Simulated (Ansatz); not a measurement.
# ZrSi2O6: the cost of one run

Program: Ansatz 0.2.0. Level of theory: DFT PBE, scalar-relativistic, plane waves, PAW. These are calculated values, not measurements.

**1. Starting point**

Symmetry: C222, No. 21, orthorhombic system. Conventional cell: a = 4.751 Å, b = 8.229 Å, c = 5.201 Å, α = 90.00°, β = 90.00°, γ = 90.00°. Zr (site symmetry 222) has 4 O at 1.51 Å as nearest neighbours. Si (site symmetry 2) has 4 O at 1.51 Å as nearest neighbours. O (site symmetry 1) has 1 Zr at 1.51 Å and 1 Si at 1.51 Å as nearest neighbours. O (site symmetry 2) is surrounded by 2 Si at 1.51 Å.

Structure file:

```cif
data_structure
_symmetry_space_group_name_H-M 'C222'
_symmetry_Int_Tables_number 21
_cell_length_a 4.7512
_cell_length_b 8.2294
_cell_length_c 5.2013
_cell_angle_alpha 90.000
_cell_angle_beta 90.000
_cell_angle_gamma 90.000
_cell_volume 203.37
loop_
_atom_site_label
_atom_site_type_symbol
_atom_site_symmetry_multiplicity
_atom_site_Wyckoff_symbol
_atom_site_fract_x
_atom_site_fract_y
_atom_site_fract_z
_atom_site_occupancy
Zr1 Zr 2 c 0.50000 0.00000 0.50000 1
Si1 Si 4 k 0.25000 0.25000 0.83333 1
O1 O 8 l 0.18706 0.39569 0.66667 1
O2 O 4 g 0.50000 0.29137 0.00000 1
```

The start is an ordering of an alloy on its end members' structure types: elements ordered on the sites of the SiO2 type, Zr/Si on Si (C222, No. 21).

**2. Probe: one point on a coarse mesh**

Input file input.yaml:

```yaml
crystal:
  lattice:
    - [2.37560909, -4.11467565, 0.0]
    - [2.37560909, 4.11467565, 0.0]
    - [0.0, 0.0, 5.20127862]
  atoms:
    - { symbol: Zr, position: [0.5, 0.5, 0.5] }
    - { symbol: Si, position: [0.0, 0.5, 0.83333333] }
    - { symbol: Si, position: [0.5, 0.0, 0.16666667] }
    - { symbol: O, position: [0.7913717, 0.58274341, 0.66666667] }
    - { symbol: O, position: [0.2086283, 0.7913717, 0.0] }
    - { symbol: O, position: [0.58274341, 0.7913717, 0.33333333] }
    - { symbol: O, position: [0.2086283, 0.41725659, 0.66666667] }
    - { symbol: O, position: [0.7913717, 0.2086283, 0.0] }
    - { symbol: O, position: [0.41725659, 0.2086283, 0.33333333] }
basis:
  ecutwfc: 420
kpoints:
  mp_grid: { grid: [6, 6, 4] }
hamiltonian:
  xc: pbe
scf:
  occupations: { method: gaussian, width: 0.1 }
  lower_state_search: "off"
output:
  forces: true
  stress: true
  eigenvalues: true
```

Launch:

```console
$ ansatz run input.yaml --threads 1 --pin off --max-ram 2560MiB --backend cpu --events-out ev --progress --plain --runs-dir out
```

What time and memory should one allow on 1 thread of Intel Xeon at 2.70GHz, shared host?

About 13 s, with a peak of 0.41 GiB.
